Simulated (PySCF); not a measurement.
# How the numerical set-up moves the result for BeP (quartet)

Which parts of the numerical set-up matter for BeP (quartet)? Each run edits the base script.

Computed with PySCF 2.14.0. Level: method and basis as typed in the scripts.

3 further runs of the same task are left out: 3 that didn't finish.

## 1. Where the work starts

BeP (quartet): 2 atoms, charge 0, spin multiplicity 4.

Bond lengths: Be1–P2 1.823 Å.

## 2. Base script

The input, input.py:

```python
from pyscf import gto, dft
from pyscf.prop.polarizability import uhf as pol

mol = gto.M(
    atom='Be 0 0 0; P 0 0 1.823',
    basis='6-31g',
    charge=0,
    spin=3,
    symmetry=True,
    verbose=4,
)
mf = dft.UKS(mol, xc='pbe')
mf.kernel()
print('polarizability (a.u.)')
print(pol.Polarizability(mf).polarizability().round(4))
mf.dip_moment()
print('orbital energies (hartree):', [e[max(0, n-3):n+3].round(4) for e, n in zip(mf.mo_energy, mol.nelec)])
```

Started as:

```
OMP_NUM_THREADS=1 python input.py
```

The log of this run is left out.

It gives: E(SCF) = -355.733788 Eh, 7 cycles, ⟨S²⟩ = 3.751, μ = 0.17 D, α(xx, yy, zz) = 34.4, 34.4, 52.7 bohr³.

The bond length is a typed value, not an optimised one. The quartet is typed in the script; nothing here shows that it is the ground state.

## 3. Integration grid 5

Variant 1 changes integration grid: default → 5.

The input, input.py:

```python
from pyscf import gto, dft
from pyscf.prop.polarizability import uhf as pol

mol = gto.M(
    atom='Be 0 0 0; P 0 0 1.823',
    basis='6-31g',
    charge=0,
    spin=3,
    symmetry=True,
    verbose=4,
)
mf = dft.UKS(mol, xc='pbe')
mf.grids.level = 5
mf.kernel()
print('polarizability (a.u.)')
print(pol.Polarizability(mf).polarizability().round(4))
mf.dip_moment()
print('orbital energies (hartree):', [e[max(0, n-3):n+3].round(4) for e, n in zip(mf.mo_energy, mol.nelec)])
```

Started as:

```
OMP_NUM_THREADS=1 python input.py
```

## 4. Cartesian functions on

Variant 2 changes Cartesian functions: off → on.

Edit input.py of step 2 so:

```diff
@@ -9,2 +9,3 @@
     symmetry=True,
+    cart=True,
     verbose=4,
```

## 5. Integration grid (20, 50)

Variant 3 changes integration grid: default → (20, 50).

Edit input.py of step 2 so:

```diff
@@ -12,2 +12,3 @@
 mf = dft.UKS(mol, xc='pbe')
+mf.grids.atom_grid = (20, 50)
 mf.kernel()
```

## 6. Pcseg-1

Variant 4 changes basis set: 6-31g → pcseg-1.

Edit input.py of step 2 so:

```diff
@@ -5,3 +5,3 @@
     atom='Be 0 0 0; P 0 0 1.823',
-    basis='6-31g',
+    basis='pcseg-1',
     charge=0,
```

Q: Predict the outcome of this session. Wanted: for each run, E(SCF); from base; gap, α spin; SCF dipole.

As calculated:

```tsv
run	E(SCF) (hartree)	from base (eV)	cycles	gap, α spin (eV)	SCF dipole (D)	functions
base	-355.733788	0	7	2.93	0.17	22
integration grid 5	-355.733789	0.0000	7	2.93	0.17	22
Cartesian functions on	-355.733788	0.0000	7	2.93	0.17	22
integration grid (20, 50) (poor choice)	-355.755685	-0.5958	7	2.93	0.17	22
pcseg-1	-355.747860	-0.3829	8	2.89	0.09	27
```

With integration grid 5 or Cartesian functions on the SCF ends at the base energy. The basis has no d shells, so the Cartesian switch can't act. Of the runs whose energies can be compared, “integration grid (20, 50)” moves the SCF energy most (-0.596 eV). pcseg-1 (27 functions) gives an energy 0.38 eV lower than 6-31g (22). With integration grid 5, Cartesian functions on the path hardly changes: 7 cycles against 7. Rows marked «poor choice» come from settings spoiled on purpose.
